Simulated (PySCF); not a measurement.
# SnCl4 with other numerical set-ups

Aim: see how much the energy and properties of SnCl4 depend on the numerical set-up.

The runs use PySCF 2.14.0; each script names its method and basis.

5 further runs of the same task are left out: 1 for a known fault of the program, 4 that didn't finish.

### 1 The system as given

SnCl4: 5 atoms, charge 0, spin multiplicity 1.

Bond lengths: Sn1–Cl2 2.317 Å, Sn1–Cl3 2.317 Å, Sn1–Cl4 2.317 Å, Sn1–Cl5 2.317 Å. Angles: Cl2–Sn1–Cl3 109.5°, Cl2–Sn1–Cl4 109.5°, Cl2–Sn1–Cl5 109.5°, Cl3–Sn1–Cl4 109.5°, Cl3–Sn1–Cl5 109.5°, Cl4–Sn1–Cl5 109.5°.

### 2 The base run

File input.py:

```python
from pyscf import gto, dft

mol = gto.M(
    atom='Sn 0 0 0; Cl 0.0022 1.8915 -1.3375; Cl 0 -1.8915 -1.3375; Cl 1.8904 -0.0011 1.339; Cl -1.8926 0.0011 1.336',
    basis='3-21g',
    charge=0,
    spin=0,
    symmetry=True,
    verbose=4,
)
mf = dft.RKS(mol, xc='wb97x')
mf.kernel()
mf.dip_moment()
print('orbital energies (hartree):', mf.mo_energy[..., max(0, mol.nelec[1]-3):mol.nelec[0]+3].round(4))
```

Command:

```sh
OMP_NUM_THREADS=1 python input.py
```

Its log is not repeated here.

Base result: E(SCF) = -7831.006667 Eh, 8 cycles, μ = 0.00 D.

No relativity is included for the heavy element.

### 3 Sto-3g

Variant 1 changes basis set: 3-21g → sto-3g.

File input.py:

```python
from pyscf import gto, dft

mol = gto.M(
    atom='Sn 0 0 0; Cl 0.0022 1.8915 -1.3375; Cl 0 -1.8915 -1.3375; Cl 1.8904 -0.0011 1.339; Cl -1.8926 0.0011 1.336',
    basis='sto-3g',
    charge=0,
    spin=0,
    symmetry=True,
    verbose=4,
)
mf = dft.RKS(mol, xc='wb97x')
mf.kernel()
mf.dip_moment()
print('orbital energies (hartree):', mf.mo_energy[..., max(0, mol.nelec[1]-3):mol.nelec[0]+3].round(4))
```

Command:

```sh
OMP_NUM_THREADS=1 python input.py
```

### 4 Density fitting auto

Variant 2 changes density fitting: none → auto.

input.py, as its differences from that of step 2:

```diff
@@ -11,2 +11,3 @@
 mf = dft.RKS(mol, xc='wb97x')
+mf = mf.density_fit()
 mf.kernel()
```

Q: Predict the outcome of this session. Wanted: for each run, E(SCF); from base; gap; SCF dipole.

As calculated:

```
                 run  E(SCF) (hartree)  from base (eV)  cycles  gap (eV)  SCF dipole (D)  functions
                base      -7831.006667               0       8     10.69            0.00         83
              sto-3g      -7786.535627      +1210.1186       7     12.57            0.00         63
density fitting auto      -7956.459804      -3413.7538       8     10.66            0.00         83
```

In words: The largest comparable shift of the SCF energy, -3413.754 eV, comes with the run “density fitting auto”. sto-3g (63 functions) gives an energy 1210.12 eV higher than 3-21g (83).
